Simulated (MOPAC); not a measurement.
**PM6-DH+ run of Si3H7O (SMILES [SiH3]O[SiH][SiH3])**

Wanted: a structure relaxation of Si3H7O. 

The calculation is run with MOPAC 23.2.5.

14 further runs of the same task are left out: 14 set aside as unsound or not needed.

## (1) The molecule

Si3H7O: 11 atoms, total charge 0, spin state doublet. As SMILES, `[SiH3]O[SiH][SiH3]`. All atoms were displaced at random from a relaxed shape. The run starts from this shape.

Bond lengths: Si1–O2 1.644 Å, O2–Si3 1.620 Å, Si3–Si4 2.338 Å, Si1–H5 1.493 Å, Si1–H6 1.470 Å, Si1–H7 1.504 Å, Si3–H8 1.515 Å, Si4–H9 1.506 Å, Si4–H10 1.503 Å, Si4–H11 1.471 Å. Some angles: Si1–O2–Si3 144.2°, O2–Si3–Si4 112.6°, O2–Si1–H5 111.2°, O2–Si1–H6 108.5°, O2–Si1–H7 108.6°, O2–Si3–H8 106.5°, Si4–Si3–H8 112.6°, Si3–Si4–H9 114.4°, Si3–Si4–H10 106.9°, Si3–Si4–H11 109.2°.

## (2) A structure relaxation at PM6-DH+

File input.mop:

```
PM6-DH+ UHF EF DISP MULLIK DOUBLET BONDS GNORM=0.02 CYCLES=300 AUX(PRECISION=9) THREADS=1
job H7OSi3
[SiH3]O[SiH][SiH3]
Si    -1.775542 1     1.207662 1    -0.085710 1
O     -1.265514 1    -0.259493 1     0.453908 1
Si    -0.189860 1    -1.446270 1     0.212304 1
Si     1.956642 1    -0.637013 1    -0.240577 1
H     -2.585679 1     1.072443 1    -1.332125 1
H     -2.594238 1     1.830769 1     0.963959 1
H     -0.570170 1     2.061640 1    -0.368696 1
H     -0.232384 1    -2.324267 1     1.445742 1
H      2.513495 1     0.277002 1     0.819522 1
H      2.853757 1    -1.834047 1    -0.381702 1
H      1.940975 1     0.089039 1    -1.519885 1
```

Command:

```sh
$ mopac input.mop
```

Q: Predict the results. Wanted: total energy at the end; dipole moment; HOMO energy; LUMO energy; dispersion energy; heat of formation; ⟨S²⟩.

Computed results:

Level: PM6-DH+.

| quantity | value |
| --- | --- |
| total energy at the end | -22.28352 Eh |
| dipole moment | 0.56 D |
| HOMO energy (over α and β) | -6.63 eV |
| LUMO energy (over α and β) | -1.07 eV |
| dispersion energy | -0.48 kJ/mol |
| heat of formation | -63.0 kcal/mol |
| ⟨S²⟩ | 0.754 |

In words: At the final geometry: Bond lengths: Si1–O2 1.674 Å, O2–Si3 1.642 Å, Si3–Si4 1.872 Å, Si1–H5 1.464 Å, Si1–H6 1.464 Å, Si1–H7 1.464 Å, Si3–H8 1.493 Å, Si4–H9 1.487 Å, Si4–H10 1.641 Å, Si4–H11 1.494 Å. Some angles: Si1–O2–Si3 177.9°, O2–Si3–Si4 145.5°, O2–Si1–H5 108.1°, O2–Si1–H6 108.0°, O2–Si1–H7 108.4°, O2–Si3–H8 108.8°, Si4–Si3–H8 105.7°, Si3–Si4–H9 131.1°, Si3–Si4–H10 61.3°, Si3–Si4–H11 121.8°. The optimisation took 98 steps and changed the energy by -0.879 eV.
